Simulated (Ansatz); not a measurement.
Relaxation of a periodic cell of 17 atoms, W16C (host W, host structure bcc, interstitial C), to a largest force component of 0.03 eV/Å in at most 60 steps.

Theory: Ansatz, DFT PBE, scalar-relativistic, plane waves, PAW. Settings: PAW set soft_1, cutoff 420 eV, k mesh 3x3x3, gaussian smearing 0.05 eV, no spin polarisation.

```xyz
17
Lattice="6.3200 0.0000 0.0000 0.0000 6.3200 0.0000 0.0000 0.0000 6.3200" Properties=species:S:1:pos:R:3
W 0.000 0.000 0.000
W 3.160 0.000 0.000
W 0.000 3.160 0.000
W 0.000 0.000 3.160
W 1.580 1.580 1.580
W 3.160 3.160 0.000
W 3.160 0.000 3.160
W 4.740 1.580 1.580
W 0.000 3.160 3.160
W 1.580 4.740 1.580
W 1.580 1.580 4.740
W 3.160 3.160 3.160
W 4.740 4.740 1.580
W 4.740 1.580 4.740
W 1.580 4.740 4.740
W 4.740 4.740 4.740
C 6.318 1.609 2.416
```

Where does it end, and by what steps?

The forces met the threshold. Limits of this set-up: coarse k mesh, a small cell, in which the defect meets its images, a typed lattice constant that wasn't relaxed here. After 7 steps the energy has fallen by 5.002 eV; C17 moved furthest, 0.70 Å. The start is strongly strained (largest force component 10 eV/Å).

```csv
step,energy less start (eV),largest force component (eV/Å),accepted
0,0.0000,10.336,yes
1,-1.1619,3.162,yes
2,-3.2675,1.512,yes
3,-4.0090,3.196,yes
4,-4.5916,2.472,yes
5,-4.9825,0.510,yes
6,-5.0019,0.087,yes
7,-5.0022,0.015,yes
```

```xyz
17
Lattice="6.3200 0.0000 0.0000 0.0000 6.3200 0.0000 0.0000 0.0000 6.3200" Properties=species:S:1:pos:R:3
W 0.000 -0.013 -0.044
W 3.160 0.027 -0.044
W 0.000 3.177 -0.044
W 0.000 -0.307 3.116
W 1.565 1.582 1.551
W 3.160 3.136 -0.044
W 3.160 -0.012 3.116
W 4.755 1.582 1.551
W 0.000 3.470 3.116
W 1.643 4.742 1.474
W 1.565 1.582 4.681
W 3.160 3.176 3.116
W 4.677 4.742 1.474
W 4.755 1.582 4.681
W 1.643 4.742 4.759
W 4.677 4.742 4.759
C 6.320 1.582 3.116
```

Whether the end is a true minimum wasn't checked by a vibrational analysis.

Time of the run: 60 s on 4 threads of INTEL(R) XEON(R) PLATINUM 8581C CPU @ 2.10GHz (Emerald Rapids) (shared host), peak memory 1.2 GiB.
